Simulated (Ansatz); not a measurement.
# H9N3OSi2: the cost of one run

Method: RKS PBE0/6-31G, in Ansatz 0.2.0.

## (1) The system as given

Bond lengths: Si1–O2 1.680 Å, O2–Si3 1.680 Å, Si3–H4 1.460 Å, Si3–H5 1.460 Å, Si3–H6 1.460 Å, Si1–N7 1.820 Å, N7–H8 1.060 Å, N7–H9 1.060 Å, Si1–N10 1.819 Å, N10–H11 1.060 Å, N10–H12 1.060 Å, Si1–N13 1.819 Å, N13–H14 1.060 Å, N13–H15 1.060 Å. Angles (14 of 22 angles, heavy atoms first): Si1–O2–Si3 125.0°, O2–Si1–N7 109.5°, O2–Si1–N10 109.5°, O2–Si1–N13 109.5°, N7–Si1–N10 109.5°, N7–Si1–N13 109.5°, N10–Si1–N13 109.5°, O2–Si3–H4 109.5°, O2–Si3–H5 109.5°, O2–Si3–H6 109.5°, Si1–N7–H8 120.0°, Si1–N7–H9 120.0°, Si1–N10–H11 120.0°, Si1–N10–H12 120.0°.

As a file:

```xyz
15

Si    0.0000    0.0000    0.0000
O     0.0000    0.0000    1.6800
Si   -1.3147   -0.4067    2.6436
H    -2.2390   -1.2403    1.8804
H    -0.8506   -1.1432    3.8157
H    -1.9987    0.8095    3.0733
N     1.7163    0.0000   -0.6061
H     2.2145   -0.9180   -0.7868
H     2.2175    0.9180   -0.7783
N    -0.8572    1.4851   -0.6061
H    -1.8773    1.4300   -0.8888
H    -0.3367    2.4058   -0.6766
N    -0.8572   -1.4851   -0.6061
H    -1.3922   -2.1014    0.0704
H    -0.8219   -1.7344   -1.6357
```

## (2) Relaxing the start

The input, input.yaml:

```yaml
crystal:
  periodic: [false, false, false]
  atoms:
    - { symbol: Si, position_ang: [0.0, 0.0, 0.0] }
    - { symbol: O, position_ang: [0.0, 0.0, 1.68] }
    - { symbol: Si, position_ang: [-1.3147, -0.4067, 2.6436] }
    - { symbol: H, position_ang: [-2.239, -1.2403, 1.8804] }
    - { symbol: H, position_ang: [-0.8506, -1.1432, 3.8157] }
    - { symbol: H, position_ang: [-1.9987, 0.8095, 3.0733] }
    - { symbol: "N", position_ang: [1.7163, 0.0, -0.6061] }
    - { symbol: H, position_ang: [2.2145, -0.918, -0.7868] }
    - { symbol: H, position_ang: [2.2175, 0.918, -0.7783] }
    - { symbol: "N", position_ang: [-0.8572, 1.4851, -0.6061] }
    - { symbol: H, position_ang: [-1.8773, 1.43, -0.8888] }
    - { symbol: H, position_ang: [-0.3367, 2.4058, -0.6766] }
    - { symbol: "N", position_ang: [-0.8572, -1.4851, -0.6061] }
    - { symbol: H, position_ang: [-1.3922, -2.1014, 0.0704] }
    - { symbol: H, position_ang: [-0.8219, -1.7344, -1.6357] }
basis:
  gaussian: { orbitals: "6-31G" }
hamiltonian:
  xc: pbe0
relax:
  f_tol: 0.02
  max_steps: 40
```

The run is started by

```console
ansatz run input.yaml --threads 1 --pin off --max-ram 2048MiB --backend cpu --events-out ev --progress --plain --runs-dir out
```

What time and memory should one allow on 1 thread of Arm Neoverse V1, shared host?

About 2.2 min, with a peak of 0.2 GiB.
